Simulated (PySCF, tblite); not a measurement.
# C₇H₉S radical: geometry, infrared bands and EPR parameters

What infrared bands and EPR parameters should C₇H₉S radical (`[CH2]c1ccc(CC)s1`) show?

The runs use tblite 0.8.0 and PySCF 2.14.0, with density-fitted response routines of our own; the level of theory stands in each step. All values are computed, except where a source is named. Atoms are numbered from 0 throughout.

### 1 The molecule as given

17 atoms, charge 0, multiplicity 2; geometry from: force field or distance geometry start.

Bonds of the start (Å): C0–C1 1.43, C1–C2 1.36, C2–C3 1.43, C3–C4 1.39, C4–C5 1.50, C5–C6 1.52, C4–S7 1.71, S7–C1 1.72, C0–H8 1.08, C0–H9 1.09, C2–H10 1.08, C3–H11 1.08, C5–H12 1.09, C5–H13 1.10, C6–H14 1.10, C6–H15 1.08, C6–H16 1.10.

### 2 Optimising the geometry with GFN2-xTB

Job settings and geometry (Å):

```
{"job": {"kind": "relax", "xc": "GFN2-xTB", "basis": "xTB"}, "charge": 0, "multiplicity": 2}
C      3.377700     0.310700     0.527600
C      2.042500     0.051100     0.093400
C      1.576100    -0.109900    -1.179100
C      0.165800    -0.361400    -1.228900
C     -0.391500    -0.410200     0.048000
C     -1.825700    -0.656800     0.411500
C     -2.627800     0.635900     0.431900
S      0.792000    -0.127800     1.256200
H      4.170800     0.423200    -0.196400
H      3.607300     0.409300     1.585600
H      2.189500    -0.035200    -2.065500
H     -0.405600    -0.522600    -2.128400
H     -2.273200    -1.347500    -0.299200
H     -1.881800    -1.146700     1.390500
H     -3.673900     0.430700     0.697700
H     -2.618700     1.126600    -0.530400
H     -2.230400     1.342700     1.175600
```

On the command line:

```sh
$ OMP_NUM_THREADS=1 python probes_run.py task.json out
```

The driver reads the jobs from task.json and runs them one after another.

The log of the run:

```text
step      E/eV     max force
  0    -619.10255    3.746
  1    -619.28459    0.978
  2    -619.30869    0.269
  3    -619.31511    0.258
  4    -619.32125    0.253
  5    -619.32451    0.187
  6    -619.32609    0.112
  7    -619.32682    0.095
  8    -619.32756    0.091
  9    -619.32823    0.081
 10    -619.32870    0.062
 11    -619.32906    0.059
 12    -619.32945    0.075
 13    -619.32994    0.080
 14    -619.33044    0.063
 15    -619.33087    0.056
 16    -619.33121    0.046
 17    -619.33150    0.055
 18    -619.33176    0.054
 19    -619.33203    0.057
 20    -619.33225    0.052
 21    -619.33239    0.026
 22    -619.33246    0.020
 23    -619.33250    0.022
 24    -619.33255    0.026
 25    -619.33260    0.019
 26    -619.33264    0.016
 27    -619.33267    0.015
 28    -619.33270    0.021
 29    -619.33274    0.023
 30    -619.33280    0.020
 31    -619.33285    0.020
 32    -619.33291    0.025
 33    -619.33298    0.028
 34    -619.33305    0.024
 35    -619.33312    0.023
 36    -619.33319    0.022
 37    -619.33327    0.032
 38    -619.33337    0.035
 39    -619.33345    0.028
 40    -619.33351    0.019
 41    -619.33354    0.017
 42    -619.33357    0.018
 43    -619.33361    0.018
 44    -619.33365    0.019
 45    -619.33370    0.018
 46    -619.33375    0.021
 47    -619.33378    0.015
 48    -619.33380    0.010
```

Run time: 0.31 s. Hardware: 1 thread of Arm Neoverse V1, shared host; peak memory 0.18 GiB.

Along the way: (not every step is listed)

```csv
step,energy from step 0 (eV),largest force (eV/Å)
0,0.0000,3.7456
1,-0.1820,0.9785
2,-0.2061,0.2686
3,-0.2126,0.2575
4,-0.2187,0.2530
5,-0.2220,0.1868
6,-0.2235,0.1116
7,-0.2243,0.0950
8,-0.2250,0.0911
11,-0.2265,0.0592
14,-0.2279,0.0631
17,-0.2290,0.0548
20,-0.2297,0.0524
23,-0.2300,0.0221
26,-0.2301,0.0164
29,-0.2302,0.0229
32,-0.2304,0.0254
35,-0.2306,0.0226
38,-0.2308,0.0348
41,-0.2310,0.0175
43,-0.2311,0.0181
44,-0.2311,0.0187
45,-0.2312,0.0179
46,-0.2312,0.0209
47,-0.2312,0.0153
48,-0.2313,0.0097
```

Distances of close pairs at the start and the end, largest changes first:

| bond | before (Å) | after (Å) | change (Å) |
| --- | --- | --- | --- |
| C0–C1 | 1.428 | 1.356 | -0.072 |
| C1–S7 | 1.717 | 1.771 | +0.054 |
| C2–C3 | 1.433 | 1.384 | -0.049 |
| C1–C2 | 1.365 | 1.413 | +0.048 |
| C4–S7 | 1.715 | 1.733 | +0.019 |
| C3–C4 | 1.394 | 1.379 | -0.015 |
| C0–H9 | 1.087 | 1.074 | -0.013 |
| C6–H16 | 1.100 | 1.088 | -0.013 |

The final coordinates are the input of the step that follows.

### 3 Harmonic vibrations with GFN2-xTB

Job settings and geometry (Å):

```
{"job": {"kind": "ir", "xc": "GFN2-xTB", "basis": "xTB"}, "charge": 0, "multiplicity": 2}
C      3.336239     0.338052     0.503382
C      2.063351     0.057570     0.130205
C      1.536565    -0.113662    -1.169423
C      0.181197    -0.393141    -1.183681
C     -0.398675    -0.457930     0.065856
C     -1.833197    -0.677311     0.392255
C     -2.595822     0.651750     0.434394
S      0.763626    -0.152155     1.314679
H      4.104833     0.462409    -0.237673
H      3.610812     0.441904     1.536202
H      2.154646    -0.030652    -2.044732
H     -0.387087    -0.556104    -2.083920
H     -2.279088    -1.325679    -0.366365
H     -1.919132    -1.169280     1.363520
H     -3.643433     0.477637     0.667406
H     -2.529821     1.155607    -0.527305
H     -2.172009     1.303013     1.195289
```

The log of the run:

```text
mode    cm-1     km/mol
  1      31.2      0.12
  2      92.9      0.59
  3     191.7      0.05
  4     195.2      0.06
  5     272.7      0.36
  6     341.4      0.03
  7     350.3      0.05
  8     454.8      1.09
  9     503.3      0.24
 10     530.2      0.72
 11     569.7      0.03
 12     654.8      0.10
 13     679.2      4.21
 14     714.4      2.68
 15     746.3     29.12
 16     757.6     18.19
 17     823.2      5.12
 18     848.3      2.73
 19     944.6      0.79
 20     983.1      9.14
 21    1044.8      4.22
 22    1069.4     11.69
 23    1075.8      1.09
 24    1171.0      5.03
 25    1177.6     11.23
 26    1236.2      2.92
 27    1262.1      6.77
 28    1312.3      0.17
 29    1377.3      0.13
 30    1403.8      1.78
 31    1411.5      3.15
 32    1461.7      1.74
 33    1472.0      0.74
 34    1494.8      3.81
 35    1501.6      1.50
 36    1534.4     26.13
 37    2964.9     27.95
 38    2978.4     19.22
 39    3036.7     41.24
 40    3037.4     41.45
 41    3041.0     18.48
 42    3110.9     24.14
 43    3121.6      3.13
 44    3135.7     24.36
 45    3161.1     20.01
```

It took 0.6 s on 1 thread of Arm Neoverse V1, shared host; peak memory 0.18 GiB.

Which atoms move in the most intense modes:

```csv
cm⁻¹,km/mol,atoms
746,29.1,"H10 60 %, C2 19 %"
1534,26.1,"C1 43 %, C0 29 %"
2965,27.9,H12 87 %
3037,41.2,"H14 46 %, H15 42 %"
3037,41.5,"H14 41 %, H15 31 %, H16 20 %"
3111,24.1,H11 87 %
3136,24.4,H10 86 %
3161,20.0,"H9 65 %, H8 25 %"
```

### 4 g tensor and hyperfine couplings: B3LYP/pcH-1

Same as in step 3 but for these lines:

```diff
@@ -1,2 +1,2 @@
-{"job": {"kind": "ir", "xc": "GFN2-xTB", "basis": "xTB"}, "charge": 0, "multiplicity": 2}
+{"job": {"kind": "epr", "basis": "pcH-1"}, "charge": 0, "multiplicity": 2}
 C      3.336239     0.338052     0.503382
```

Method: UKS B3LYP, pcH-1 on C H S, non-relativistic, mean-field spin-orbit, GIAO.

The log of the run:

```text
UKS, coarse grid
  cycle   1  E = -670.27416469  |g| = 3.47e-01
  cycle   2  E = -670.24911170  |g| = 4.04e-01
  cycle   3  E = -670.33166381  |g| = 8.02e-02
  cycle   4  E = -670.33439957  |g| = 5.15e-02
  cycle   5  E = -670.33582938  |g| = 1.48e-02
  cycle   6  E = -670.33597686  |g| = 6.82e-03
  cycle   7  E = -670.33602922  |g| = 3.99e-03
  cycle   8  E = -670.33604316  |g| = 1.93e-03
  cycle   9  E = -670.33604582  |g| = 6.01e-04
UKS, final grid
  cycle   1  E = -670.33604463  |g| = 9.02e-04
  cycle   2  E = -670.33604393  |g| = 1.48e-03
  cycle   3  E = -670.33604504  |g| = 1.32e-04
  cycle   4  E = -670.33604505  |g| = 3.06e-05
  cycle   5  E = -670.33604505  |g| = 2.47e-05
E = -670.33604505 Eh   <S^2> = 0.7793 (exact 0.7500)
g shifts (ppm)      1          2          3
  rmc          -155       -155       -155
  gc              1         38         34
  oz_so         -24        100       2773
  total        -177        -17       2653
hyperfine (MHz)  atom isotope    a_iso     a_fc   dipolar eigenvalues
    0   13C      48.22      48.32    -46.88    -45.73     92.60
    1   13C     -41.22     -41.17    -23.32      9.07     14.26
    2   13C      34.52      34.56    -30.38    -29.99     60.37
    3   13C     -27.48     -27.49    -15.90      6.96      8.94
    4   13C      37.56      37.43    -31.90    -31.02     62.92
    5   13C     -12.03     -12.04     -0.89      0.19      0.70
    6   13C      29.87      29.87     -2.18     -2.03      4.20
    7   33S       1.89       1.99     -8.17     -4.42     12.59
    8    1H     -36.71     -36.71    -20.91     -0.84     21.75
    9    1H     -37.48     -37.48    -22.05     -0.39     22.44
   10    1H     -24.97     -24.97    -13.05     -1.37     14.43
   11    1H       6.15       6.15     -3.09     -0.16      3.25
   12    1H      12.97      12.97     -2.14     -1.87      4.01
   13    1H      11.86      11.85     -1.95     -1.82      3.77
   14    1H       5.42       5.41     -1.44     -0.80      2.24
   15    1H      -1.13      -1.13     -2.27     -0.76      3.04
   16    1H      -1.68      -1.68     -2.09     -0.65      2.74
```

It took 1.8 min on 1 thread of Arm Neoverse V1, shared host; peak memory 0.98 GiB.

Principal g values 2.00214, 2.00230, 2.00497; g(iso) = 2.00314, against 2.00232 for a free electron.

Hyperfine couplings; where a row names several nuclei, a(iso) is their mean (it holds for fast rotation or exchange) and the dipolar term the largest among them:

```csv
nuclei,isotope,a(iso) (MHz),"a(iso) (G, at g = 2.0023)",largest dipolar term (MHz)
C0,13C,48.2,17.2,92.6
C1,13C,-41.2,-14.7,-23.3
C4,13C,37.6,13.4,62.9
"H8, H9",1H,-37.1,-13.2,22.4
C2,13C,34.5,12.3,60.4
C6,13C,29.9,10.7,4.2
C3,13C,-27.5,-9.8,-15.9
H10,1H,-25.0,-8.9,14.4
"H12, H13",1H,12.4,4.4,4.0
C5,13C,-12.0,-4.3,-0.9
H11,1H,6.2,2.2,3.2
S7,33S,1.9,0.7,12.6
"H14, H15, H16",1H,0.9,0.3,3.0
```

Mulliken spin populations:

C0 0.61; C1 -0.20; C2 0.39; C3 -0.14; C4 0.35; C5 -0.03; C6 0.02; S7 0.05; H8 -0.03; H9 -0.03; H10 -0.02; H11 0.00; H12 0.01; H13 0.01; H14 0.00; H15 0.00; H16 0.00

In first order the couplings over 0.8 MHz of 1H give 144 distinct lines over 47.4 G, if the averaged nuclei exchange fast.

The fields below are evaluated on a grid from the run's orbitals.

ELF in a plane through or near 8 of the atoms.

Ten even steps from ' ' (0.00) to '@' (1.00):
```
                                                        
                                                        
                                                        
                ....      ==%%**..                      
              ++@@@@++    @@@@@@##                      
            ..%%@@@@%%..::@@@@@@**                      
              ++@@@@%%++**##@@##..                      
                ##%%::==%%::==--                        
      ..##%%..  ::**::==##==%%==......                  
      **@@@@%%--==++%%==  **##**++++##++==##%%++        
      **@@@@@@++%%::::==..++****++##@@**%%@@@@@@        
      ..++##::##%%****%%++####::..==**++%%@@@@@@        
        ..==%%++++--==**--**##..  ..----++%%@@**        
        ..%%@@@@++  ::####%%%%..    ::::..::--..        
        --@@@@@@==  ..##@@@@##..                        
        ..##@@@@..    ++####**                          
            ....      ..::::..                          
                                                        
                                                        
                                                        
```
The map spans 13.4 Å across and 9.5 Å up, centred on the molecule. Atoms in the plane (x, y in Å): C0 (-3.3, -0.8), C1 (-2.1, -0.3), C2 (-1.6, 1.1), C3 (-0.3, 1.2), H8 (-4.1, -0.1), H9 (-3.5, -1.8), H10 (-2.3, 1.9), H11 (0.3, 2.2).

On the surface of density 0.002 e/bohr³ the electrostatic potential runs, from the 1st to the 99th percentile, from -0.69 V near C0 to 0.92 V near H11.

The spin density lies nearest to C0 28 %; C2, C4 about 19 % each; C1 7 % (beta excess).

### 5 What came out

| quantity | value |
| --- | --- |
| strongest single infrared mode (GFN2-xTB) | 3037 cm⁻¹, 41 km/mol |
| zero-point energy (GFN2-xTB) | 84.7 kcal/mol |
| g(iso) (B3LYP) | 2.00314 |
| ⟨S²⟩ | 0.779 (exact 0.75) |
| largest a(iso) (averaged by class) | 13C on C0, 48.2 MHz |
| surface potential, 1st and 99th percentile | -0.69 V and 0.92 V |

In words: Relaxing lowered the energy by 0.231 eV in 48 steps; the close pair that moved most is C0–C1, from 1.428 to 1.356 Å. All 45 modes are real, so the xTB geometry is a minimum. Unscaled tight-binding wavenumbers are off by several per cent, some by more. Its intensities can rank the bands wrongly. The largest share of the spin, 0.61 e, sits on C0. The isotropic g lies 0.8 ppt above the free-electron value.
